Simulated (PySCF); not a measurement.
# [Lu(NH3)2]3+: other functionals and bases at one geometry

An exercise on one series of results from a longer session: the logs are not shown, and one member is left open.

Computed with PySCF 2.14.0. Level: several levels, as the steps say, no spin–orbit coupling.

3 further runs of the same task are left out: 2 for a known fault of the program, 1 that didn't finish.

### The system as given

9 atoms, charge 3, spin multiplicity 1.

Bond lengths: Lu1–N2 2.302 Å, Lu1–N6 2.302 Å, N2–H3 1.053 Å, N2–H4 1.054 Å, N2–H5 1.054 Å, N6–H7 1.052 Å, N6–H8 1.054 Å, N6–H9 1.054 Å. Angles: N2–Lu1–N6 110.8°, Lu1–N2–H3 116.5°, Lu1–N2–H4 114.7°, Lu1–N2–H5 116.2°, H3–N2–H4 102.5°, H3–N2–H5 102.5°, H4–N2–H5 102.3°, Lu1–N6–H7 117.0°, Lu1–N6–H8 115.0°, Lu1–N6–H9 115.5°, H7–N6–H8 102.5°, H7–N6–H9 102.5°, H8–N6–H9 102.2°.

Coordinates:

```xyz
9
charge 3, multiplicity 1
Lu   -1.0717    0.3495    0.0000
N     0.1744   -0.0451    1.8946
H     1.1282    0.3996    1.9310
H    -0.2675    0.2905    2.7912
H     0.3844   -1.0547    2.1112
N     0.1740   -0.0494   -1.8939
H     1.0803   -0.5689   -1.7687
H    -0.3137   -0.6162   -2.6372
H     0.4747    0.8080   -2.4284
```

Formal oxidation states: Lu +3. Each metal's 14 4f electrons lie in its core potential, so multiplicities, spins and levels count the valence alone. An earlier session relaxed this geometry at BP86, Lu lcecp-1-SVP with ECP60, N def2-SVP, H def2-SVP (singlet, point group C1).

At BP86 on the finer grid: E = -151.889645 Eh, HOMO -24.98 eV, LUMO -19.24 eV, Mulliken charge on Lu1 +1.95 e, largest force component 0.006 eV/Å. 

Levels to run: B3LYP; revPBE; PBE0; HF; BP86, TZVP. Hardware: 2 threads of Intel Xeon at 2.50GHz (Skylake/Cascade Lake), shared host.

Set-up of the first run:

The input, run.py (the lines that set the calculation):

```python
mol = gto.M(atom='''
Lu    -1.07171     0.34949     0.00000
N      0.17443    -0.04513     1.89463
H      1.12820     0.39957     1.93104
H     -0.26750     0.29046     2.79122
H      0.38438    -1.05469     2.11124
N      0.17403    -0.04936    -1.89387
H      1.08026    -0.56894    -1.76872
H     -0.31366    -0.61620    -2.63715
H      0.47467     0.80801    -2.42840''',
    basis={'Lu': 'lcecp-1-SVP', 'N': 'def2-SVP', 'H': 'def2-SVP'},
    ecp={'Lu': 'lcecp-1-SVP'},
    charge=3, spin=0)
mf = dft.RKS(mol, xc='B3LYP')
mf.grids.atom_grid = (75, 302)  # f atoms: unpruned, at least (60, 302)
mf = mf.density_fit()  # fitting sets: Lu AutoAux, N def2-universal-JKFIT, H def2-universal-JKFIT
mf.conv_tol = 1e-08; mf.max_cycle = 55
mf.kernel(dm0)  # dm0: the density of the relaxed state
```

Run with:

```
$ OMP_NUM_THREADS=2 python run.py
```

Among the steps run: B3LYP; revPBE; PBE0; HF; BP86, TZVP.

One table of the session follows, with a row left open; its other results are not shown here.

```
              level  HOMO (eV)  gap (eV)  charge on Lu1 (e)  dipole (D)  largest force component (eV/Å)
BP86 (relaxed here)     -24.98      5.74               1.95        4.30                            0.01
              B3LYP     -26.07      7.10               2.00        4.07                            0.36
             revPBE     -24.86      5.43               1.95        4.27                            0.15
               PBE0     -26.36      7.87               2.04        4.02                            0.41
                 HF     -29.96     14.65               2.26        3.32                            1.34
         BP86, TZVP          ?         ?                  ?           ?                               ?
```

**Question.** Estimate the row for BP86, TZVP.

**Answer.** HOMO (eV): -24.89; gap (eV): 5.69; charge on Lu1 (e): 2.18; dipole (D): 4.31; largest force component (eV/Å): 0.35. In the column «HOMO (eV)» it lies between BP86 (relaxed here) (-24.98) and revPBE (-24.86).

The dipole of a charged species depends on the origin, so these sizes hold for this origin alone.

In one basis the HOMO–LUMO gap runs from 5.43 eV (revPBE) to 14.65 eV (HF). The largest leftover force, 1.34 eV/Å with HF, stands at a geometry relaxed at another level. With 4f in the core, its levels are missing from HOMO and gap, and its count is fixed, so no charge can pass from the ligands into it. Total energies of different levels can't be compared.
